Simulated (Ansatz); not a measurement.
The same path of a periodic cell of 14 atoms, Mg8Si4HO (surface Mg2Si(001), adsorbate OH) was run twice with different band settings. Lost on the way: Mg2–Mg5, Mg10–O13, O13–H14. Made: Mg2–O13, Mg4–Mg10, Mg7–Mg10, Mg10–H14.

Computed with DFT PBEsol, scalar-relativistic, plane waves, PAW (Ansatz 0.2.0). Settings: cutoff 420 eV, k mesh 3x3x1, gaussian smearing 0.1 eV, no spin polarisation.

Relaxed end points:

```xyz
14
Lattice="6.3910 0.0000 0.0000 0.0000 6.3910 0.0000 0.0000 0.0000 15.7933" Properties=species:S:1:pos:R:3
Mg 1.480 5.517 5.361
Mg 2.933 2.929 4.389
Si 0.000 0.000 1.000
Mg 1.554 1.559 2.288
Mg 1.709 4.932 2.248
Si 0.230 3.470 4.134
Mg 4.846 4.844 2.408
Mg 4.925 1.702 2.245
Si 3.466 0.225 4.132
Mg 5.525 1.471 5.348
Mg 4.889 4.886 5.647
Si 3.196 3.196 1.000
O -0.105 6.280 6.410
H 0.013 6.422 7.369
```

```xyz
14
Lattice="6.3910 0.0000 0.0000 0.0000 6.3910 0.0000 0.0000 0.0000 15.7933" Properties=species:S:1:pos:R:3
Mg 1.464 4.837 5.609
Mg 0.586 1.143 5.180
Si 0.000 0.000 1.000
Mg 1.515 1.683 2.242
Mg 1.570 4.811 2.383
Si -0.179 3.323 4.003
Mg 4.690 4.893 2.311
Mg 4.807 1.567 2.262
Si 3.025 0.176 4.051
Mg 3.432 2.821 4.432
Mg 4.833 5.266 5.545
Si 3.196 3.196 1.000
O 0.067 6.017 6.184
H -3.220 3.922 6.037
```

Common settings: spring 5.0 eV/Å²; optimiser quadratic models (default); end points relaxed; atoms held 3, 12.

| run | movable images | climbing image | start path | force threshold | iteration limit |
| --- | --- | --- | --- | --- | --- |
| 1 | 5 | yes | IDPP | 0.03 eV/Å | 80 |
| 2 | 4 | no | default | 0.05 eV/Å | 50 |

Q: What does each run give, and how far can it be trusted?

A: Run 1: converged after 29 iterations, highest image 1.457 eV above the first end. Neighbouring images differ by up to 1.4 eV, so the band resolves the path poorly. By the program's own check the climbing image is of a kind that is not told: the force calls were inconclusive, a negative curvature could not be distinguished from the path's own, the only one lies far off the path, or fixed occupations may fill a level only in part (lowest curvatures found: -2.40 and 0.13 eV/Å²).
Run 2: converged after 12 iterations, highest image 0.792 eV above the first end. No image climbed, so the highest image needn't sit at the top of the path. A band with more images between the same ends climbed to 1.46 eV, so this one has probably stepped over the top.
Limits of this set-up: coarse k mesh, thin slab, slab without dipole correction, odd electron count without spin, a typed lattice constant that wasn't relaxed here.
